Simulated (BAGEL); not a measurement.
# HF/3-21G (density fitting with qzvpp-jkfit) run of BAsPH5 (SMILES PB[AsH2])

Aim: the energy change on altering one bond length of BAsPH5 at HF/3-21G (density fitting with qzvpp-jkfit), from 2 runs. 

The calculation is run with BAGEL 1.2.2.

4 further runs of the same task are left out: 4 that didn't finish. Runs told in other sessions of the task aren't counted.

**1. The system as given**

The species is BAsPH5 (8 atoms), meant as a singlet with charge 0. As SMILES, `PB[AsH2]`. Geometry: a GFN2-xTB relaxation, a rough one for these elements and not checked as a minimum. This is one conformer, not always the lowest.

Bond lengths: P1–B2 1.855 Å, B2–As3 2.013 Å, P1–H4 1.383 Å, P1–H5 1.382 Å, B2–H6 1.175 Å, As3–H7 1.507 Å, As3–H8 1.504 Å. Angles: P1–B2–As3 122.5°, P1–B2–H6 117.7°, As3–B2–H6 118.9°, B2–P1–H4 101.1°, B2–P1–H5 102.0°, B2–As3–H7 96.4°, B2–As3–H8 91.7°, H4–P1–H5 95.8°, H7–As3–H8 89.6°.

**2. A single-point energy at HF/3-21G (density fitting with qzvpp-jkfit)**

Input file input.json:

```json
{ "bagel": [

{
  "title": "molecule",
  "basis": "3-21g",
  "df_basis": "qzvpp-jkfit",
  "angstrom": "true",
  "geometry": [
    { "atom": "P", "xyz": [   -0.412700,    1.248690,   -0.964720 ] },
    { "atom": "B", "xyz": [    0.064150,    0.465850,    0.648020 ] },
    { "atom": "As", "xyz": [    1.402900,   -1.032300,    0.769900 ] },
    { "atom": "H", "xyz": [   -0.736340,    0.134460,   -1.716890 ] },
    { "atom": "H", "xyz": [   -1.716280,    1.637370,   -0.721920 ] },
    { "atom": "H", "xyz": [   -0.291990,    0.990800,    1.636880 ] },
    { "atom": "H", "xyz": [    1.371940,   -1.405700,   -0.690180 ] },
    { "atom": "H", "xyz": [    0.318310,   -2.039160,    1.038910 ] }
  ]
},
{ "title": "hf" },
{ "title": "print", "file": "orbitals.molden", "orbitals": "true" }

]}
```

Launch:

```console
$ BAGEL_NUM_THREADS=1 BAGEL input.json > input.out
```

Standard output:

```text
* using 1 threads per process

  ===============================================================
  ===============================================================

  *** Geometry ***

  { "atom" : "P", "xyz" : [     -0.779890,      2.359682,     -1.823057 ] },
  { "atom" : "B", "xyz" : [      0.121226,      0.880329,      1.224580 ] },
  { "atom" : "As", "xyz" : [      2.651097,     -1.950764,      1.454900 ] },
  { "atom" : "H", "xyz" : [     -1.391481,      0.254093,     -3.244452 ] },
  { "atom" : "H", "xyz" : [     -3.243299,      3.094181,     -1.364231 ] },
  { "atom" : "H", "xyz" : [     -0.551781,      1.872341,      3.093255 ] },
  { "atom" : "H", "xyz" : [      2.592591,     -2.656388,     -1.304251 ] },
  { "atom" : "H", "xyz" : [      0.601519,     -3.853454,      1.963255 ] },

  Number of auxiliary basis functions:      559

  Since a DF basis is specified, we compute 2- and 3-index integrals:
    o Being stored without compression. Storage requirement is 0.013 GB

  Number of basis functions:       54
  Number of electrons      :       58

    * METHOD: MOLECULE                             0.18

  *** RHF ***

  === Nuclear Repulsion ===
   207.6106019909

      * DIIS with orbital gradients will be used.

  === RHF iteration (3-21g) ===
      0      -2589.77342319          0.00883629           0.04
      1      -2589.81133114          0.00217719           0.04
      2      -2589.81438494          0.00058981           0.04
      3      -2589.81465533          0.00018034           0.04
      4      -2589.81468620          0.00005216           0.04
      5      -2589.81468888          0.00001579           0.04
      6      -2589.81468908          0.00000515           0.04
      7      -2589.81468911          0.00000163           0.04
      8      -2589.81468911          0.00000056           0.04
      9      -2589.81468911          0.00000018           0.04
     10      -2589.81468911          0.00000006           0.04
     11      -2589.81468911          0.00000002           0.04
     12      -2589.81468911          0.00000001           0.04
    * SCF iteration converged.

    * Permanent dipole moment:
           (    0.564044,     0.219501,    -0.031696) a.u.

    * METHOD: HF                                   0.64

    * METHOD: PRINT                                0.00

  ===============================================================
```

Wall time 0.98 s (1 thread of Intel Xeon 6975P-C (Granite Rapids), shared host); peak memory 0.11 GiB.

**3. The distorted shape at the same level**

Input file calc.json:

```json
{ "bagel": [

{
  "title": "molecule",
  "basis": "3-21g",
  "df_basis": "qzvpp-jkfit",
  "angstrom": true,
  "geometry": [
    { "atom": "P", "xyz": [   -0.024323,    2.585798,   -0.062095 ] },
    { "atom": "B", "xyz": [    0.452527,    1.802958,    1.550645 ] },
    { "atom": "As", "xyz": [    1.791277,    0.304808,    1.672525 ] },
    { "atom": "H", "xyz": [   -0.736340,    0.134460,   -1.716890 ] },
    { "atom": "H", "xyz": [   -1.327903,    2.974478,    0.180705 ] },
    { "atom": "H", "xyz": [    0.096387,    2.327908,    2.539505 ] },
    { "atom": "H", "xyz": [    1.760317,   -0.068592,    0.212445 ] },
    { "atom": "H", "xyz": [    0.706687,   -0.702052,    1.941535 ] }
  ]
},
{
  "title": "hf"
},
{
  "title": "print",
  "file": "orbitals.molden",
  "orbitals": true
}

]}
```

Launch:

```console
$ BAGEL_NUM_THREADS=1 BAGEL calc.json > calc.out
```

Standard output:

```text
* using 1 threads per process

  ===============================================================
  ===============================================================

  *** Geometry ***

  { "atom" : "P", "xyz" : [     -0.045964,      4.886450,     -0.117343 ] },
  { "atom" : "B", "xyz" : [      0.855152,      3.407097,      2.930294 ] },
  { "atom" : "As", "xyz" : [      3.385023,      0.576004,      3.160614 ] },
  { "atom" : "H", "xyz" : [     -1.391481,      0.254093,     -3.244452 ] },
  { "atom" : "H", "xyz" : [     -2.509373,      5.620949,      0.341483 ] },
  { "atom" : "H", "xyz" : [      0.182145,      4.399109,      4.798969 ] },
  { "atom" : "H", "xyz" : [      3.326517,     -0.129620,      0.401463 ] },
  { "atom" : "H", "xyz" : [      1.335445,     -1.326686,      3.668969 ] },

  Number of auxiliary basis functions:      559

  Since a DF basis is specified, we compute 2- and 3-index integrals:
    o Being stored without compression. Storage requirement is 0.013 GB

  Number of basis functions:       54
  Number of electrons      :       58

    * METHOD: MOLECULE                             0.18

  *** RHF ***

  === Nuclear Repulsion ===
   203.0439765933

      * DIIS with orbital gradients will be used.

  === RHF iteration (3-21g) ===
      0      -2589.56890970          0.00974785           0.04
      1      -2589.61288592          0.00465891           0.04
      2      -2589.62373760          0.00193241           0.04
      3      -2589.62617373          0.00037003           0.04
      4      -2589.62632216          0.00016936           0.04
      5      -2589.62635730          0.00006694           0.04
      6      -2589.62636401          0.00002772           0.04
      7      -2589.62636532          0.00001146           0.04
      8      -2589.62636556          0.00000431           0.04
      9      -2589.62636558          0.00000202           0.04
     10      -2589.62636559          0.00000088           0.04
     11      -2589.62636559          0.00000034           0.04
     12      -2589.62636559          0.00000013           0.04
     13      -2589.62636559          0.00000006           0.04
     14      -2589.62636559          0.00000003           0.04
     15      -2589.62636559          0.00000001           0.04
     16      -2589.62636559          0.00000001           0.04
    * SCF iteration converged.

    * Permanent dipole moment:
           (    0.406580,    -0.095193,    -0.444278) a.u.

    * METHOD: HF                                   0.79

    * METHOD: PRINT                                0.00

  ===============================================================
```

Run time: 1.1 s. Hardware: 1 thread of Intel Xeon 6975P-C (Granite Rapids), shared host; peak memory 0.11 GiB.

**4. Outcome**

Level: HF/3-21G (density fitting with qzvpp-jkfit).

```
                                                         quantity           value
                                        first shape: total energy  -2589.81469 Eh
                                       first shape: dipole moment          1.54 D
                                         first shape: HOMO energy        -9.43 eV
                                         first shape: LUMO energy         1.64 eV
                                       first shape: HOMO–LUMO gap        11.07 eV
                                    distorted shape: total energy  -2589.62637 Eh
                                   distorted shape: dipole moment          1.55 D
                                     distorted shape: HOMO energy        -8.28 eV
                                     distorted shape: LUMO energy        -1.69 eV
                                   distorted shape: HOMO–LUMO gap         6.60 eV
energy change with the P1–H4 bond stretched from 1.383 to 3.042 Å        5.125 eV
```

In words: One bond (distorted shape) is far stretched, which a spin-restricted single reference describes badly; a broken-symmetry solution may lie lower. With the P1–H4 bond stretched from 1.383 to 3.042 Å the energy rises by 5.12 eV (494 kJ/mol). The first shape isn't relaxed at this level, so the change isn't measured from a minimum. A restricted reference can't describe the breaking bond well at this length.
